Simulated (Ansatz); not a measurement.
**ZrCl+ (quintet): the correlation ladder, def2-TZVPP**

One table from this session's results is given with a row withheld; the runs are named, their logs left out.

Method: def2-TZVPP, core rule «outside noble gas», up to 9 orbitals frozen; program: Ansatz 0.2.0, Gaussian basis.

To be run: UHF; ROHF; CCSD(T) on UHF.

2 further runs of the same task are left out: 2 set aside as unsound or not needed.

### The geometry

The geometry is a PBE0/def2-TZVP stationary point (not a proven minimum) of the parent state, kept for this charge and spin. No spin-orbit coupling is included. Elements past krypton take def2 core potentials.

2 atoms, charge 1, spin multiplicity 5.

Atoms are counted from 1 here; the program's logs count them from 0.

Bond lengths: Zr1–Cl2 2.227 Å.

The first run:

File in.yaml:

```yaml
crystal:
  periodic: [false, false, false]
  atoms:
    - {symbol: Zr, position_ang: [0.000000, 0.000000, 0.000000]}
    - {symbol: Cl, position_ang: [0.000000, 0.000000, 2.227000]}
basis:
  gaussian: {orbitals: def2-TZVPP}
total_charge: 1
magnetization: {spin_polarized: true, initial_magnetization: 4}
hamiltonian: {xc: hf}
output: {orbitals: {seedname: orbitals}}
```

Command:

```
$ ansatz run in.yaml --threads 1 --pin off --events-out ev --progress --plain --max-ram 3968MiB --backend cpu
```

Among the steps run: UHF; ROHF; CCSD(T) on UHF.

One of the session's tables, all rows but one given; the rest of the session is left out.

```
  method  from UCCSD(T) (meV)
    ROHF              +6384.9
     UHF              +6096.0
    UMP2               +967.5
   UCCSD                    ?
UCCSD(T)                    0
```

Estimate the missing values for UCCSD.

**Answer.** from UCCSD(T) (meV): +213.0. In the column «from UCCSD(T) (meV)» it lies between UCCSD(T) (0) and UMP2 (+967.5).
